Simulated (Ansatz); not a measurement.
# C3H8OSi: one species, many methods

Aim: compute C3H8OSi with functionals from several rungs and with coupled cluster, and see how far each lands from CCSD(T) at the basis-set limit for the atomisation energy.

Program: Ansatz 0.2.0, Gaussian basis. Level of theory: functionals in def2-TZVPP, the program's frozen cores in correlated methods. These are calculated values, not measurements.

Levels to be run: LDA (SPW92), PBE-D4, revPBE-D4, BLYP-D4, r2SCAN-D4, B97M-V, PBE0-D4, B3LYP-D4, r2SCANh-D4, r2SCAN0-D4, HSE06-D4, BHLYP-D4, CAM-B3LYP-D4, LC-ωPBE, ωB97X-V, ωB97M-V, B2PLYP, PBE-QIDH; CCSD(T)/def2-SVP; CCSD(T)/def2-TZVPP; MP2/def2-QZVPP; extrapolation to the limit; RPA on PBE.

### Step 1. The geometry

An earlier PBE0-D4 in a triple-zeta def2 set relaxation fixed the geometry.

SMILES `C[SiH2]CC=O`, 13 atoms, charge 0, spin multiplicity 1.

Atoms are counted from 1 here; the program's logs count them from 0.

Bond lengths: C1–Si2 1.866 Å, C1–H6 1.092 Å, C1–H7 1.093 Å, C1–H8 1.091 Å, Si2–C3 1.892 Å, Si2–H9 1.491 Å, Si2–H10 1.486 Å, C3–C4 1.496 Å, C3–H11 1.098 Å, C3–H12 1.099 Å, C4–O5 1.203 Å, C4–H13 1.112 Å. Angles: Si2–C1–H6 110.6°, Si2–C1–H7 111.0°, Si2–C1–H8 110.2°, H6–C1–H7 107.9°, H6–C1–H8 108.6°, H7–C1–H8 108.5°, C1–Si2–C3 112.1°, C1–Si2–H9 110.0°, C1–Si2–H10 111.5°, C3–Si2–H9 106.4°, C3–Si2–H10 108.9°, H9–Si2–H10 107.7°, Si2–C3–C4 114.0°, Si2–C3–H11 111.0°, Si2–C3–H12 110.9°, C4–C3–H11 108.2°, C4–C3–H12 107.8°, H11–C3–H12 104.3° and more.

### Step 2. LDA

This LDA is Slater exchange with PW92 correlation.

Contents of in.yaml:

```yaml
crystal:
  periodic: [false, false, false]
  atoms:
    - {symbol: C, position_ang: [-1.554927, 0.834855, 0.608753]}
    - {symbol: Si, position_ang: [0.171945, 0.252860, 1.009250]}
    - {symbol: C, position_ang: [0.827440, -0.968665, -0.277774]}
    - {symbol: C, position_ang: [0.974763, -0.387733, -1.648462]}
    - {symbol: O, position_ang: [0.653117, 0.731240, -1.949232]}
    - {symbol: H, position_ang: [-1.930980, 1.494196, 1.394414]}
    - {symbol: H, position_ang: [-2.242757, -0.010163, 0.522824]}
    - {symbol: H, position_ang: [-1.558136, 1.382117, -0.335239]}
    - {symbol: H, position_ang: [0.178407, -0.468315, 2.314728]}
    - {symbol: H, position_ang: [1.119023, 1.393236, 1.117950]}
    - {symbol: H, position_ang: [1.798531, -1.378950, 0.027520]}
    - {symbol: H, position_ang: [0.172283, -1.847232, -0.353095]}
    - {symbol: H, position_ang: [1.411790, -1.062146, -2.416738]}
basis:
  gaussian: {orbitals: def2-TZVPP}
hamiltonian: {xc: lda}
output: {orbitals: {seedname: orbitals}}
```

On the command line:

```sh
$ ansatz run in.yaml --threads 4 --pin off --events-out ev --progress --plain --max-ram 10444MiB
```

After this run come: PBE-D4 (GGA); revPBE-D4 (GGA); BLYP-D4 (GGA); r2SCAN-D4 (meta-GGA); B97M-V (meta-GGA); PBE0-D4 (hybrid); B3LYP-D4 (hybrid); r2SCANh-D4 (hybrid); r2SCAN0-D4 (hybrid); HSE06-D4 (hybrid); BHLYP-D4 (hybrid); CAM-B3LYP-D4 (range-separated); LC-ωPBE (range-separated); ωB97X-V (range-separated); ωB97M-V (range-separated); B2PLYP (double hybrid); PBE-QIDH (double hybrid); CCSD(T) in def2-SVP; CCSD(T) in def2-TZVPP; MP2 in def2-QZVPP; RPA on PBE orbitals.

**Question.** What will the summary of the whole plan be? Wanted: atomisation energy, CCSD(T)/CBS; farthest beyond LDA; mean size of error, GGA; mean size of error, meta-GGA; mean size of error, hybrid; mean size of error, range-separated; mean size of error, double hybrid; gap, smallest and largest; T1 diagnostic.

As calculated:

| quantity | value |
| --- | --- |
| atomisation energy, CCSD(T)/CBS | 1190.7 kcal/mol |
| functionals within 6.0 kcal/mol (0.5 %) | revPBE-D4, BLYP-D4, r2SCAN-D4, B97M-V, PBE0-D4, B3LYP-D4, r2SCANh-D4, HSE06-D4, CAM-B3LYP-D4, LC-ωPBE, ωB97X-V, ωB97M-V |
| farthest beyond LDA | BHLYP-D4 (-30.3 kcal/mol) |
| mean size of error, GGA | 9.4 kcal/mol |
| mean size of error, meta-GGA | 3.3 kcal/mol |
| mean size of error, hybrid | 8.7 kcal/mol |
| mean size of error, range-separated | 4.1 kcal/mol |
| mean size of error, double hybrid | 9.0 kcal/mol |
| gap, smallest and largest | 3.86 eV (LDA (SPW92)), 12.06 eV (LC-ωPBE) |
| T1 diagnostic | 0.0132 |
| triples share of the correlation energy | 3.9 % |

What this shows: The LDA atomisation energy is off by 160.9 kcal/mol (14 %): it overbinds. PBE-D4 is off by +20.7 kcal/mol. Double hybrids carry the basis error of their MP2 part in triple zeta, and no dispersion term here, so their miss is partly the set-up's. The rungs meta-GGA, range-separated miss on average by less than the doubt on the reference (6.0 kcal/mol), so they tie. Misses under about 6.0 kcal/mol are within the doubt on the reference itself, which lacks core-valence correlation, relativity and higher excitations. Hartree-Fock recovers 74 % of the binding; the rest is correlation. CCSD(T) in def2-SVP is off by -55.2 kcal/mol, more than most functionals: a good method in a small basis is no reference. Orbital gaps span 3.9 to 12.1 eV; exact exchange widens them.
